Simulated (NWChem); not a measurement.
# C3H5F (allyl fluoride): B3LYP/6-311+G(d,p) (density fitting)

What is the electronic atomisation energy of C3H5F (allyl fluoride) at B3LYP/6-311+G** (density fitting)? 

The results are computed with NWChem 7.3.0.

## 1. The structure to begin with

C3H5F has 9 atoms, charge 0, and is taken as a singlet. SMILES: `C=CCF`. Geometry: relaxed at PBE0-D4/def2-TZVP. This is one conformer, not always the lowest.

Bond lengths: C1–C2 1.324 Å, C2–C3 1.486 Å, C3–F4 1.387 Å, C1–H5 1.084 Å, C1–H6 1.086 Å, C2–H7 1.087 Å, C3–H8 1.096 Å, C3–H9 1.094 Å. Some angles: C1–C2–C3 123.6°, C2–C3–F4 110.3°, C1–C2–H7 120.6°, C3–C2–H7 115.9°, C2–C1–H5 121.7°, C2–C1–H6 121.3°, C2–C3–H8 111.1°, C2–C3–H9 111.2°, F4–C3–H8 106.9°, F4–C3–H9 108.2°.

## 2. A single-point energy at B3LYP/6-311+G(d,p) (density fitting) (run 1)

The input, nw.nw:

```
start nw
title "C3H5F B3LYP"
memory stack 880 mb heap 220 mb global 1100 mb
charge 0

geometry units angstroms noautosym nocenter noautoz
 C     -0.578000     1.122500    -0.608000
 C      0.352500     0.215400    -0.353400
 C      0.200500    -0.852800     0.668500
 F      0.430500    -2.098200     0.102300
 H     -0.422500     1.909200    -1.336700
 H     -1.531700     1.114000    -0.089100
 H      1.299800     0.230700    -0.886500
 H      0.929800    -0.730800     1.477200
 H     -0.806800    -0.852300     1.094700
end

basis spherical bse
 * library 6-311+G**
end

basis "cd basis" spherical
 * library "dgauss a1 dft coulomb fitting"
end

dft
 xc b3lyp
 grid fine
 convergence energy 1e-08
 maxiter 100
 mulliken
 print low
end

task dft energy
```

Run with:

```
$ nwchem nw.nw > nw.out
```

Log:

```text
[...]
 d= 0,ls=0.0,diis     1   -217.1546139597 -3.32D+02  8.18D-03  8.10D-01     2.6
[...]
 d= 0,ls=0.0,diis    10   -217.2267435914 -7.48D-09  3.79D-07  5.81D-09    19.5
         Total DFT energy =     -217.226743591443
      One electron energy =     -523.159322960225
           Coulomb energy =      219.977824182646
    Exchange-Corr. energy =      -28.625861359959
 Nuclear repulsion energy =      114.580616546095
[...]
      Total Density - Mulliken Population Analysis
     ---------------------------------------------
    Atom       Charge   Shell Charges
 -----------   ------   -------------------------------------------------------
    1 C    6     6.25   1.10  0.89  0.65  0.76  1.42  0.45  0.84  0.04  0.06  0.05
    2 C    6     5.93   1.10  0.89  0.65  0.76  1.46  0.46  0.79 -0.23 -0.01  0.06
    3 C    6     6.24   1.10  0.89  0.62  0.76  1.48  0.34  0.64  0.24  0.05  0.12
    4 F    9     9.19   1.08  0.92  1.18  1.09  2.34  0.88  1.68 -0.04  0.06  0.00
    5 H    1     0.88   0.28  0.49  0.08  0.03
    6 H    1     0.89   0.28  0.49  0.09  0.03
    7 H    1     0.88   0.28  0.49  0.08  0.03
    8 H    1     0.87   0.28  0.49  0.07  0.03
    9 H    1     0.88   0.28  0.49  0.08  0.03
[...]
```

Run time: 20 s. Hardware: 1 thread of AMD EPYC 9R14 (Zen 4), shared host; peak memory 0.12 GiB.

## 3. The C atom at the same level (run 2)

The input, work.nw:

```
start work
memory stack 880 mb heap 220 mb global 1100 mb

geometry noautosym nocenter noautoz
 C     0.000000    0.000000    0.000000
end

basis spherical bse
 * library 6-311+G**
end

basis "cd basis" spherical
 * library "dgauss a1 dft coulomb fitting"
end

dft
 xc b3lyp
 mult 3
 grid fine
 convergence energy 1e-08
 maxiter 100
 mulliken
 print low
end

task dft energy
```

Run the same way, it converges to -37.85843 Eh (log not shown).

Run 3 isn't shown in full; the table further down has it.

## 4. The H atom (run 4)

The input, work.nw:

```
start work
memory 2200 mb
geometry units angstroms noautosym nocenter noautoz
  H     0.000000    0.000000    0.000000
end
basis spherical bse
  * library 6-311+G**
end
basis "cd basis" spherical
  * library "dgauss a1 dft coulomb fitting"
end
dft
  xc b3lyp
  mult 2
  grid fine
  convergence energy 1e-08
  iterations 100
  mulliken
  print low
end
task dft energy
```

Run the same way, it converges to -0.50227 Eh (log not shown).

## 5. Overview of the runs

```csv
run,level,partner,energy (Eh),wall time
1,B3LYP/6-311+G** (density fitting),base,-217.226744,20 s
2,UB3LYP/6-311+G** (density fitting),atoms,-37.858425,0.82 s
3,UB3LYP/6-311+G** (density fitting),atoms,-99.762163,0.82 s
4,UB3LYP/6-311+G** (density fitting),atoms,-0.502271,0.62 s
```

## 6. Summary of results

At B3LYP/6-311+G** (density fitting):

| quantity | value |
| --- | --- |
| H atom: total energy | -0.50227 Eh |
| H atom: ⟨S²⟩ | 0.750 |
| electronic atomisation energy | 37.496 eV |

Taking the molecule apart into free atoms costs 37.50 eV (865 kcal/mol), before zero-point energy and without spin-orbit coupling. All runs together took 22 s, the longest 20 s.
